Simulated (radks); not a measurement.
# The Coulomb parameter U of the 4f shell of Sm⁺

An exercise on one series of results from a longer session: the logs are not shown, and one member is left open.

Program: radks (a radial shooting solver on a logarithmic mesh, Libxc functionals) version 1. Level of theory: Dirac Kohn-Sham, PBE, spin-unpolarised, spherical densities, finite nucleus; open shells are shared between the two j in proportion to 2j + 1. These are calculated values, not measurements, unless marked.

## What is computed

- element: samarium (Z = 62)
- charge: +1
- electrons: 61
- configuration: [Xe] 4f4 6s1 6p2
- nuclear rms radius: 5.0819 fm

The outer shells:

Sm⁺
```
[Xe] core
4f [↑ ][↑ ][↑ ][↑ ][  ][  ][  ]
6s [↑ ]
6p [↑ ][↑ ][  ]
```

The first run:

The run's settings:

```text
Z 62
configuration [Xe] 4f4 6s1 6p2
relativity Dirac
functional pbe,pbe
spin unpolarised
j_filling average
nucleus finite rms 5.0819 fm
c 137.035999084
```

Among the steps run: Start: [Xe] 4f4 6s1 6p2.

One table of the session follows, with a row left open; its other results are not shown here.

It belongs to the step «Start: [Xe] 4f4 6s1 6p2». From the orbitals of this run (lengths in bohr):

| level | <r> | outermost maximum (interpolated) | 90 % within | nodes |
| --- | --- | --- | --- | --- |
| 5s1/2 | ? | ? | ? | ? |
| 5p1/2 | 1.489 | 1.33 | 2.15 | 3 |
| 5p3/2 | 1.565 | 1.40 | 2.27 | 3 |
| 4f5/2 | 0.8492 | 0.593 | 1.42 | 0 |
| 4f7/2 | 0.8573 | 0.597 | 1.43 | 0 |
| 6s1/2 | 3.357 | 3.04 | 4.79 | 5 |
| 6p1/2 | 3.953 | 3.56 | 5.67 | 4 |
| 6p3/2 | 4.123 | 3.71 | 5.90 | 4 |

Q: Estimate the row for 5s1/2 from the others.

**Answer.** <r>: 1.350; outermost maximum (interpolated): 1.23; 90 % within: 1.93; nodes: 4. In the column «<r>» it lies between 4f7/2 (0.8573) and 5p1/2 (1.489).
